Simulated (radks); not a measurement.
# Pr⁺ in [Kr] 4d10 4f3 5s2 5p5 6s2: an all-electron calculation

Wanted: eigenvalues, radial structure and energy terms of the praseodymium ion Pr+.

The numbers are computed with radks (a radial shooting solver on a logarithmic mesh, Libxc functionals) version 1 (Dirac Kohn-Sham, BLYP, spin-unpolarised, spherical densities, finite nucleus; open shells fill j = l - 1/2 first), except any that are marked as measured or tabulated.

## (1) Starting point

- element: praseodymium (Z = 59)
- charge: +1
- electrons: 58
- configuration: [Kr] 4d10 4f3 5s2 5p5 6s2
- nuclear rms radius: 4.8919 fm

## (2) The run

Settings of this run:

```text
Z 59
configuration [Kr] 4d10 4f3 5s2 5p5 6s2
relativity Dirac
functional b88,lyp
spin unpolarised
j_filling energy
nucleus finite rms 4.8919 fm
c 137.035999084
```

What does the calculation give?

As calculated:

| quantity | value |
| --- | --- |
| total energy | -9242.0059 hartree |
| exchange-correlation share of it | 2.35 % |
| −T/E | 1.0756 |
| highest occupied level | 6s1/2, -9.351 eV |
| most extended occupied level | 6s1/2, <r> = 3.82 bohr |
| radius at density 0.001 e/bohr³ | 5.06 bohr |
| maxima of the radial density | 4 |

The radial density shows 4 maxima for 6 occupied principal shells; where shells overlap, one shows as a shoulder or not at all. Relativity lifts −T/E to 1.076. This is not the tabulated ground configuration, so its levels and sizes aren't those of the ground state, and no measured value stands beside it.
